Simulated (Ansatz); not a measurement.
# C2H4ClGaS: a ladder of functionals and wavefunction methods

An exercise on one series of results from a longer session: the logs are not shown, and one member is left open.

Computed with Ansatz 0.2.0, Gaussian basis. Level: functionals in def2-TZVPP, the program's frozen cores in correlated methods.

Plan: LDA (SPW92), PBE-D4, revPBE-D4, BLYP-D4, r2SCAN-D4, B97M-V, PBE0-D4, B3LYP-D4, r2SCANh-D4, r2SCAN0-D4, HSE06-D4, BHLYP-D4, CAM-B3LYP-D4, LC-ωPBE, ωB97X-V, ωB97M-V, B2PLYP, PBE-QIDH; CCSD(T)/def2-SVP; CCSD(T)/def2-TZVPP; MP2/def2-QZVPP; extrapolation to the limit; RPA on PBE.

## The relaxed structure

All runs share one geometry, relaxed beforehand with PBE0-D4 in a triple-zeta def2 set.

SMILES `[Cl][Ga]1[CH2]S[CH2]1`, 9 atoms, charge 0, spin multiplicity 1.

Atoms are counted from 1 here; the program's logs count them from 0.

Bond lengths: Cl1–Ga2 2.138 Å, Ga2–C3 1.981 Å, Ga2–C5 1.981 Å, C3–S4 1.827 Å, C3–H6 1.091 Å, C3–H7 1.091 Å, S4–C5 1.827 Å, C5–H8 1.091 Å, C5–H9 1.091 Å. Angles: Cl1–Ga2–C3 136.5°, Cl1–Ga2–C5 136.5°, C3–Ga2–C5 87.0°, Ga2–C3–S4 88.2°, Ga2–C3–H6 116.6°, Ga2–C3–H7 116.6°, S4–C3–H6 112.4°, S4–C3–H7 112.4°, H6–C3–H7 109.3°, C3–S4–C5 96.6°, Ga2–C5–S4 88.2°, Ga2–C5–H8 116.6°, Ga2–C5–H9 116.6°, S4–C5–H8 112.4°, S4–C5–H9 112.4°, H8–C5–H9 109.3°.

The first run:

Contents of in.yaml:

```yaml
crystal:
  periodic: [false, false, false]
  atoms:
    - {symbol: Cl, position_ang: [-1.609844, -1.607361, -2.230692]}
    - {symbol: Ga, position_ang: [-0.523578, -0.532565, -0.735761]}
    - {symbol: C, position_ang: [0.940620, 0.800895, -0.704755]}
    - {symbol: S, position_ang: [0.824755, 0.800059, 1.118905]}
    - {symbol: C, position_ang: [-0.527875, -0.422414, 1.241814]}
    - {symbol: H, position_ang: [1.915800, 0.463251, -1.058882]}
    - {symbol: H, position_ang: [0.718836, 1.779008, -1.134324]}
    - {symbol: H, position_ang: [-1.423331, -0.005495, 1.705235]}
    - {symbol: H, position_ang: [-0.226883, -1.321681, 1.781359]}
basis:
  gaussian: {orbitals: def2-TZVPP}
hamiltonian: {xc: lda}
output: {orbitals: {seedname: orbitals}}
```

The run is started by

```
> ansatz run in.yaml --threads 4 --pin off --events-out ev --progress --plain --max-ram 10444MiB
```

Steps of the session up to this table: LDA; PBE-D4 (GGA); revPBE-D4 (GGA); BLYP-D4 (GGA); r2SCAN-D4 (meta-GGA); B97M-V (meta-GGA); PBE0-D4 (hybrid); B3LYP-D4 (hybrid); r2SCANh-D4 (hybrid); r2SCAN0-D4 (hybrid); HSE06-D4 (hybrid); BHLYP-D4 (hybrid); CAM-B3LYP-D4 (range-separated); LC-ωPBE (range-separated); ωB97X-V (range-separated); ωB97M-V (range-separated); B2PLYP (double hybrid); PBE-QIDH (double hybrid).

One table of the session follows, with a row left open; its other results are not shown here.

It belongs to the step «Frontier levels by functional». 

```
  functional  HOMO (eV)  LUMO (eV)  gap (eV)
 LDA (SPW92)      -5.47      -2.44      3.03
      PBE-D4      -5.36      -2.14      3.22
   revPBE-D4      -5.32      -2.01      3.31
     BLYP-D4      -5.22      -2.07      3.15
   r2SCAN-D4      -5.59      -1.93      3.66
      B97M-V      -5.66      -2.06      3.60
     PBE0-D4      -6.57      -1.35      5.23
    B3LYP-D4      -6.35      -1.61      4.74
  r2SCANh-D4      -6.04      -1.65      4.39
  r2SCAN0-D4          ?          ?         ?
    HSE06-D4      -6.17      -1.72      4.46
    BHLYP-D4      -7.66      -0.57      7.08
CAM-B3LYP-D4      -7.90      -0.44      7.47
     LC-ωPBE      -9.29       0.75     10.03
     ωB97X-V      -8.93       0.58      9.52
     ωB97M-V      -8.78       0.37      9.15
```

**Question.** Estimate the row for r2SCAN0-D4.

Worked estimate for «HOMO (eV)». Against the share of exact exchange, r2SCAN-D4 (0, -5.59), r2SCANh-D4 (0.1, -6.04) give a slope of -4.50 per unit share; at 0.25 the line stands at -6.71.

As computed: HOMO (eV): -6.72; LUMO (eV): -1.23; gap (eV): 5.49. In «HOMO (eV)» the line misses by +0.01.
